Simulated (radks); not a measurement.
# Fractional charge and spin in the 6s shell of samarium

The task here is to estimate one member of a computed series from the others.

The numbers are computed with radks (a radial shooting solver on a logarithmic mesh, Libxc functionals) version 1 (scalar-relativistic Kohn-Sham, PBE, spin-polarised, spherical densities, point nucleus), except any that are marked as measured or tabulated.

## What is computed

- element: samarium (Z = 62)
- configuration: [Xe] 4f(up 3, down 3) 6s(up 1, down 1)

A shell typed twice in an input gives spin up, then spin down.

The first run:

The run's settings:

```text
Z 62
configuration [Xe] 4f3 4f3 6s1 6s1
relativity scalar-relativistic
functional pbe,pbe
spin polarised
nucleus point
c 137.035999084
```

Among the steps run: 6s: up 1, down 1.

One of the session's tables, all rows but one given; the rest of the session is left out.

It belongs to the step «6s: up 1, down 1». Radial moments (bohr):

| level | <r> | outermost maximum (interpolated) | 90 % within | nodes |
| --- | --- | --- | --- | --- |
| 3d | 0.2310 | 0.188 | 0.360 | 0 |
| 4s | 0.5791 | 0.539 | 0.832 | 3 |
| 4p | 0.6132 | 0.563 | 0.892 | 2 |
| 4d | ? | ? | ? | ? |
| 5s | 1.410 | 1.26 | 2.03 | 4 |
| 5p | 1.661 | 1.43 | 2.44 | 3 |
| 6s | 4.320 | 3.68 | 6.39 | 5 |
| 4f | 1.020 | 0.613 | 1.80 | 0 |

Q: Estimate the row for 4d from the others.

**Answer.** <r>: 0.6707; outermost maximum (interpolated): 0.587; 90 % within: 1.01; nodes: 1. In the column «<r>» it lies between 4p (0.6132) and 4f (1.020).
